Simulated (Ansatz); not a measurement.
# ZrC: squeezing one contact

An exercise on one series of results from a longer session: the logs are not shown, and one member is left open.

The COD entry's cell or inner coordinates are ideal or old and differ from later refinements, so a difference from it is no clean test against experiment.

Computed with Ansatz 0.2.0 (DFT, r2SCAN, PAW with Ansatz's default frozen-core files, scalar-relativistic, unless a step's input says otherwise).

## The system as given

The structure is cubic, space group Fm-3m (No. 225). The conventional cell has a = 4.730 Å, b = 4.730 Å, c = 4.730 Å, α = 90.00°, β = 90.00°, γ = 90.00°. Zr (site symmetry m-3m) is surrounded by 6 C at 2.37 Å. C (site symmetry m-3m) has 6 Zr at 2.37 Å as nearest neighbours.

Coordinates:

```cif
data_structure
_symmetry_space_group_name_H-M 'P 1'
_symmetry_Int_Tables_number 1
_cell_length_a 3.3446
_cell_length_b 3.3446
_cell_length_c 3.3446
_cell_angle_alpha 60.000
_cell_angle_beta 60.000
_cell_angle_gamma 60.000
_cell_volume 26.46
loop_
_atom_site_label
_atom_site_type_symbol
_atom_site_fract_x
_atom_site_fract_y
_atom_site_fract_z
_atom_site_occupancy
Zr1 Zr 0.50000 0.50000 0.50000 1
C1 C 0.00000 0.00000 0.00000 1
```

Atoms are numbered in the order of the input: Zr1, C2.

Set-up of the first run:

File input.yaml:

```yaml
crystal:
  lattice:
    - [0.0, 2.365, 2.365]
    - [2.365, 0.0, 2.365]
    - [2.365, 2.365, 0.0]
  atoms:
    - { symbol: Zr, position: [0.5, 0.5, 0.5] }
    - { symbol: C, position: [0.0, 0.0, 0.0] }
kpoints:
  mp_grid: { grid: [11, 11, 11] }
scf:
  occupations: { method: fermi_dirac, width: 0.05 }
hamiltonian:
  xc: r2scan
  pseudopotentials: { kind: paw }
output:
  forces: true
  stress: true
  eigenvalues: true
  efg: { contact_densities: true }
  populations: true
  write_density: true
  write_potential: true
  elf: true
  volumetric_format: npy
```

Command:

```sh
> ansatz run input.yaml --threads 1 --pin off --max-ram 2048MiB --backend cpu --events-out ev --progress --plain --runs-dir out
```

Among the steps run: Shortest bond scaled by 1, PAW; Shortest bond scaled by 1.1, PAW; Shortest bond scaled by 0.94, PAW; Shortest bond scaled by 0.88, PAW; Shortest bond scaled by 0.58, PAW; Shortest bond scaled by 0.58, PAW (cutoff 800 eV).

One of the session's tables, all rows but one given; the rest of the session is left out.

| method | length (Å) | F from the given length (eV/cell) | force along the bond (eV/Å) | pressure (GPa) | largest force (eV/Å) |
| --- | --- | --- | --- | --- | --- |
| PAW | 1.372 | 10.541 | 41.157 | 113.19 | 41.157 |
| PAW | 2.081 | 0.278 | 2.353 | 3.80 | 2.353 |
| PAW | 2.223 | ? | ? | ? | ? |
| PAW | 2.365 | 0.000 | 0.000 | -2.60 | 0.000 |
| PAW | 2.602 | 0.181 | -1.773 | 1.71 | 1.773 |
| PAW (cutoff 800 eV) | 1.372 | – | 41.149 | 113.17 | 41.149 |

Estimate the missing values for PAW, 2.223.

The run gave: F from the given length (eV/cell): 0.059; force along the bond (eV/Å): 0.857; pressure (GPa): -1.16; largest force (eV/Å): 0.857. In the column «F from the given length (eV/cell)» it lies between PAW, 2.365 (0.000) and PAW, 2.602 (0.181).

Caveats from the session: Warnings in the runs' records: gradients without spin orbit.
